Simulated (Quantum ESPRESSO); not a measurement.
A run of Quantum ESPRESSO 7.5 is set up as follows.

Contents of pw.in:

```
&CONTROL
  calculation = 'scf'
  prefix = 'pwscf'
  outdir = './tmp'
  pseudo_dir = './pseudo'
  tprnfor = .true.
  disk_io = 'low'
/
&SYSTEM
  ibrav = 0
  celldm(1) = 8
  nat = 7
  ntyp = 4
  ecutwfc = 84
  nbnd = 30
  occupations = 'smearing'
  smearing = 'fd'
  degauss = 0.00367493
/
&ELECTRONS
  conv_thr = 1.4d-09
  electron_maxstep = 120
  mixing_beta = 0.5
/
ATOMIC_SPECIES
O     15.9990 O.upf
Ga    69.7230 Ga.upf
F     18.9984 F.upf
H      1.0080 H.upf
CELL_PARAMETERS alat
  2.8345891869387   0.0000000000000   0.0000000000000
  0.0000000000000   3.0708049525169   0.0000000000000
  0.0000000000000   0.0000000000000   2.8345891869387
ATOMIC_POSITIONS crystal
O      0.4026625000    0.5522384600    0.5450000000
Ga     0.5204291700    0.4581307700    0.4763500000
F      0.5584958300    0.4044769200    0.6048333300
F      0.4512541700    0.3803769200    0.3809833300
F      0.6002125000    0.5607000000    0.4251166700
H      0.4019541700    0.5416692300    0.6246833300
H      0.4237208300    0.6228538500    0.5313500000
K_POINTS gamma
```

Contents of pp_density.in:

```
&INPUTPP
  prefix = 'pwscf'
  outdir = './tmp'
  filplot = 'density.dat'
  plot_num = 0
/
&PLOT
  nfile = 1
  filepp(1) = 'density.dat'
  iflag = 3
  output_format = 6
  fileout = 'density.cube'
/
```

Contents of pp_potential.in:

```
&INPUTPP
  prefix = 'pwscf'
  outdir = './tmp'
  filplot = 'potential.dat'
  plot_num = 11
/
&PLOT
  nfile = 1
  filepp(1) = 'potential.dat'
  iflag = 3
  output_format = 6
  fileout = 'potential.cube'
/
```

Contents of pp_elf.in:

```
&INPUTPP
  prefix = 'pwscf'
  outdir = './tmp'
  filplot = 'elf.dat'
  plot_num = 8
/
&PLOT
  nfile = 1
  filepp(1) = 'elf.dat'
  iflag = 3
  output_format = 6
  fileout = 'elf.cube'
/
```

pp_potential_ks.in

```
&INPUTPP
  prefix = 'pwscf'
  outdir = './tmp'
  filplot = 'potential_ks.dat'
  plot_num = 1
/
&PLOT
  nfile = 1
  filepp(1) = 'potential_ks.dat'
  iflag = 3
  output_format = 6
  fileout = 'potential_ks.cube'
/
```

Potentials or basis: PseudoDojo 0.4.1 SR PBE standard.

Command:

```console
$ OMP_NUM_THREADS=1 pw.x -in pw.in > pw.out
$ OMP_NUM_THREADS=1 pp.x -in pp_density.in > pp_density.out
$ OMP_NUM_THREADS=1 pp.x -in pp_potential.in > pp_potential.out
$ OMP_NUM_THREADS=1 pp.x -in pp_elf.in > pp_elf.out
$ OMP_NUM_THREADS=1 pp.x -in pp_potential_ks.in > pp_potential_ks.out
```

Q: Predict the dipole moment.

A: 4.82 D.

Q: What does it give for the gap between the frontier levels?

A: 6.35 eV.

Q: Predict the largest force.

A: 0.423 eV/Å.

Forces in eV/Å, atoms in the order of the input:
```
O   -0.270 -0.061 -0.126
Ga   0.029 -0.027 -0.010
F    0.123 -0.191  0.350
F   -0.189 -0.245 -0.277
F    0.244  0.302 -0.169
H    0.004 -0.003  0.238
H    0.060  0.225 -0.006
```

Caveat: this is a molecule in a periodic box, so the gap is that between its Kohn-Sham HOMO and LUMO and the box isn't a crystal. A hybrid or GW would open this gap; PBE tends to underestimate it.
